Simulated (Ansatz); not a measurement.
# CH2I− (SMILES [CH2-]I): single points off equilibrium

One table from this session's results is given with a row withheld; the runs are named, their logs left out.

Computed with Ansatz 0.2.0, Gaussian basis. Level: single points in def2-TZVPPD.

Cores are frozen in the correlated methods. Filled d shells of the heavier atoms are correlated. Core potentials replace the inner electrons past krypton, and spin-orbit coupling is left out.

### Where the work starts

4 atoms, charge -1, spin multiplicity 1.

Atoms are counted from 1 here; the program's logs count them from 0.

Bond lengths: C1–I2 2.276 Å, C1–H3 1.170 Å, C1–H4 1.129 Å. Angles: I2–C1–H3 100.6°, I2–C1–H4 100.6°, H3–C1–H4 99.6°.

As a file:

```xyz
4
CH2I
C    -0.5034   -0.2809    0.0717
I     0.9327    1.1424    1.1176
H    -0.5984    0.2381   -0.9729
H     0.1991   -1.1227   -0.1992
```

The first run:

Input file run/in.yaml:

```yaml
crystal:
  periodic: [false, false, false]
  atoms:
    - {symbol: C, position_ang: [-0.503400, -0.280900, 0.071700]}
    - {symbol: I, position_ang: [0.932700, 1.142400, 1.117600]}
    - {symbol: H, position_ang: [-0.598400, 0.238100, -0.972900]}
    - {symbol: H, position_ang: [0.199100, -1.122700, -0.199200]}
basis:
  gaussian: {orbitals: "def2-TZVPPD.json"}
total_charge: -1
correlation: {method: ccsd_t}
output: {forces: true}
```

The basis file named in the input lies beside it (Basis Set Exchange, JSON).

No record of the launch command was kept for these runs.

Steps of the session up to this table: CCSD(T)/def2-TZVPPD; PBE0-D4/def2-TZVPPD; wB97M-V/def2-TZVPPD; r2SCAN-D4/def2-TZVPPD; PBE-D4/def2-TZVPPD; HSE06-D4/def2-TZVPPD; wB97X-V/def2-TZVPPD.

One of the session's tables, all rows but one given; the rest of the session is left out.

| method | RMS force component (eV/Å) | angle to CCSD(T) forces (°) |
| --- | --- | --- |
| CCSD(T) | 0.620 | reference |
| PBE0-D4 | 0.634 | 4.0 |
| wB97M-V | 0.688 | 3.2 |
| r2SCAN-D4 | ? | ? |
| PBE-D4 | 0.504 | 8.0 |
| HSE06-D4 | 0.629 | 3.7 |
| wB97X-V | 0.665 | 4.3 |

**Question.** Estimate the row for r2SCAN-D4.

The run gave: RMS force component (eV/Å): 0.602; angle to CCSD(T) forces (°): 3.6. In the column «RMS force component (eV/Å)» it lies between PBE-D4 (0.504) and CCSD(T) (0.620).
